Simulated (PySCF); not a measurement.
# RhCl (triplet) with other numerical set-ups

Aim: see how much the energy and properties of RhCl (triplet) depend on the numerical set-up.

Method: method and basis as typed in the scripts; program: PySCF 2.14.0.

4 further runs of the same task are left out: 4 that didn't finish.

## (1) The starting structure

RhCl (triplet): 2 atoms, charge 0, spin multiplicity 3.

Bond lengths: Rh1–Cl2 2.145 Å.

## (2) Base script

input.py

```python
from pyscf import gto, dft

mol = gto.M(
    atom='Rh 0 0 0; Cl 0 0 2.145',
    basis='def2-svp',
    ecp={'Rh': 'def2-svp'},
    charge=0,
    spin=2,
    verbose=4,
)
mf = dft.UKS(mol, xc='bhandhlyp')
mf.level_shift = 0.3
mf.kernel()
mf.dip_moment()
print('orbital energies (hartree):', [e[max(0, n-3):n+3].round(4) for e, n in zip(mf.mo_energy, mol.nelec)])
```

The run is started by

```console
$ python input.py
```

The log of this run is left out.

It gives: E(SCF) = -570.465985 Eh, ⟨S²⟩ = 2.005, μ = 4.72 D.

The bond length is a typed value, not an optimised one. No search for the lowest state was made; open d or f shells can end in a higher solution. The triplet is typed in the script; nothing here shows that it is the ground state.

## (3) Integration grid 1

Variant 1 changes integration grid: default → 1.

input.py

```python
from pyscf import gto, dft

mol = gto.M(
    atom='Rh 0 0 0; Cl 0 0 2.145',
    basis='def2-svp',
    ecp={'Rh': 'def2-svp'},
    charge=0,
    spin=2,
    verbose=4,
)
mf = dft.UKS(mol, xc='bhandhlyp')
mf.grids.level = 1
mf.level_shift = 0.3
mf.kernel()
mf.dip_moment()
print('orbital energies (hartree):', [e[max(0, n-3):n+3].round(4) for e, n in zip(mf.mo_energy, mol.nelec)])
```

The run is started by

```console
$ python input.py
```

## (4) Cartesian functions on

Variant 2 changes Cartesian functions: off → on.

Edit input.py of step 2 so:

```diff
@@ -8,2 +8,3 @@
     spin=2,
+    cart=True,
     verbose=4,
```

What does the calculation give? Wanted: for each run, E(SCF); from base; gap, α spin; SCF dipole.

As calculated:

```tsv
run	E(SCF) (hartree)	from base (eV)	cycles	gap, α spin (eV)	SCF dipole (D)	functions
base	-570.465985	0	37	6.17	4.72	49
integration grid 1	-570.465981	+0.0001	43	6.17	4.72	49
Cartesian functions on	-570.472558	-0.1789	34	6.16	4.70	55
```

In words: Of the runs whose energies can be compared, “Cartesian functions on” moves the SCF energy most (-0.179 eV).
